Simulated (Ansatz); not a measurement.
# CH7AlSSiTe: the cost of one run

All numbers below are computed with Ansatz 0.2.0 (RKS B3LYP-D4/def2-SVP).

## 1. Starting point

Bond lengths: C1–Te2 2.075 Å, Te2–Si3 2.483 Å, Si3–S4 2.099 Å, S4–Al5 2.281 Å, C1–H6 1.145 Å, C1–H7 1.142 Å, C1–H8 1.087 Å, Si3–H9 1.518 Å, Si3–H10 1.497 Å, Al5–H11 1.606 Å, Al5–H12 1.592 Å. Angles (14 of 17 angles, heavy atoms first): C1–Te2–Si3 90.2°, Te2–Si3–S4 113.4°, Si3–S4–Al5 94.3°, Te2–C1–H6 112.8°, Te2–C1–H7 111.7°, Te2–C1–H8 112.6°, Te2–Si3–H9 107.9°, Te2–Si3–H10 109.1°, S4–Si3–H9 110.4°, S4–Si3–H10 109.7°, S4–Al5–H11 120.2°, S4–Al5–H12 117.4°, H6–C1–H7 105.4°, H6–C1–H8 106.9°.

Coordinates:

```xyz
12

C    -1.7399    0.3495    1.5361
Te   -0.1727   -1.0071    1.6346
Si    1.2570    0.5389    0.3193
S     0.4429    1.0398   -1.5496
Al    0.6949   -1.0561   -2.4142
H    -2.0817    0.5562    0.4631
H    -1.4455    1.3673    1.9628
H    -2.6159    0.0172    2.0875
H     1.4787    1.7894    1.1512
H     2.6064   -0.0824    0.1319
H    -0.4137   -2.1843   -2.1359
H     2.0665   -1.3836   -3.1528
```

## 2. Preparing the start

Contents of input.yaml:

```yaml
crystal:
  periodic: [false, false, false]
  atoms:
    - { symbol: C, position_ang: [-1.7399, 0.3495, 1.5361] }
    - { symbol: Te, position_ang: [-0.1727, -1.0071, 1.6346] }
    - { symbol: Si, position_ang: [1.257, 0.5389, 0.3193] }
    - { symbol: S, position_ang: [0.4429, 1.0398, -1.5496] }
    - { symbol: Al, position_ang: [0.6949, -1.0561, -2.4142] }
    - { symbol: H, position_ang: [-2.0817, 0.5562, 0.4631] }
    - { symbol: H, position_ang: [-1.4455, 1.3673, 1.9628] }
    - { symbol: H, position_ang: [-2.6159, 0.0172, 2.0875] }
    - { symbol: H, position_ang: [1.4787, 1.7894, 1.1512] }
    - { symbol: H, position_ang: [2.6064, -0.0824, 0.1319] }
    - { symbol: H, position_ang: [-0.4137, -2.1843, -2.1359] }
    - { symbol: H, position_ang: [2.0665, -1.3836, -3.1528] }
basis:
  gaussian: { orbitals: def2-SVP }
hamiltonian:
  xc: b3lyp
  dispersion: d4
relax:
  f_tol: 0.02
  max_steps: 40
scf:
  lower_state_search: "off"
```

Started as:

```console
> ansatz run input.yaml --threads 2 --pin off --max-ram 3072MiB --backend cpu --events-out ev --progress --plain --runs-dir out
```

**Question.** How long does this run take on 2 threads of Arm Neoverse N1, shared host, and how much memory does it need?

About 2.5 min, with a peak of 0.31 GiB.
